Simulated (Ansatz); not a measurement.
The system is CsLiCr2Te2S3.

```xyz
9
Lattice="3.4216 -5.1807 0.0078 3.4216 5.1807 0.0078 -2.9041 0.0000 7.4309" Properties=species:S:1:pos:R:3 pbc="T T T"
Cs    0.6167    0.0000    0.0649
Li    2.4219    0.0000    4.1212
Cr    0.1728    2.1297    4.1498
Cr    0.1728   -2.1297    4.1498
Te    4.0786    1.5993    2.1688
Te    4.0786   -1.5993    2.1688
S     2.0049   -2.1476    5.4598
S     2.0049    2.1476    5.4598
S     0.0600    0.0000    3.5978
```

The cell was built by a generator and needn't be a form met in nature.

```yaml
Program: Ansatz 0.2.0
Task: relaxation of cell and atoms
Functional: RPBE
Potentials_or_basis: Ansatz PAW
Cutoff: "420 eV (not typed: the program's choice for these potentials)"
k_mesh: 4 × 4 × 3
Occupations: fermi-dirac, width 0.05 eV
Spin: collinear spin, ferromagnetic start
Starting_moments: "[0.0, 0.0, 3.0, 3.0, 0.0, 0.0, 0.0, 0.0, 0.0] μB"
```

At the start: volume 29.30 Å³/atom.

Q: Where does the relaxation end?

A: It ends after 11 steps and the volume is 32.98 Å³/atom (+12.6 %); space group Cm (No. 8, to 0.05 Å); moment 4.03 μB per cell.

Step by step:
| step | energy change (eV) | largest force (eV/Å) | volume (Å³) |
| --- | --- | --- | --- |
| 1 | 0.0000 | 0.1763 | 263.68 |
| 2 | -0.0710 | 0.1411 | 276.80 |
| 3 | -0.1053 | 0.1035 | 288.50 |
| 4 | -0.1156 | 0.0375 | 293.47 |
| 5 | -0.1160 | 0.0147 | 294.34 |
| 6 | -0.1161 | 0.0234 | 294.91 |
| 7 | -0.1162 | 0.0053 | 295.02 |
| 8 | -0.1224 | 0.0056 | 295.02 |
| 9 | -0.1226 | 0.0090 | 296.26 |
| 10 | -0.1226 | 0.0057 | 296.84 |
| 11 | -0.1227 | 0.0057 | 296.84 |

Final structure:
```xyz
9
Lattice="3.5736 -5.2094 -0.0089 3.5736 5.2094 -0.0089 -3.0708 0.0000 7.9802" Properties=species:S:1:pos:R:3 pbc="T T T"
Cs    0.5493    0.0000    0.1704
Li    2.4915    0.0000    4.3964
Cr    0.2163    2.1395    4.4457
Cr    0.2163   -2.1395    4.4457
Te    4.1694    1.5913    2.4128
Te    4.1694   -1.5913    2.4128
S     2.1119   -2.1992    5.7042
S     2.1119    2.1992    5.7042
S     0.1099    0.0000    3.8243
```

Caveat: the plane-wave basis is chosen anew once the cell has moved, so the energies of steps on either side of that aren't comparable; only a ferromagnetic start was run, and an antiferromagnetic order may lie lower in energy; the PAW data sets come from PBE, with cores solved anew for the run's functional, which leaves a small shift of forces and pressure.
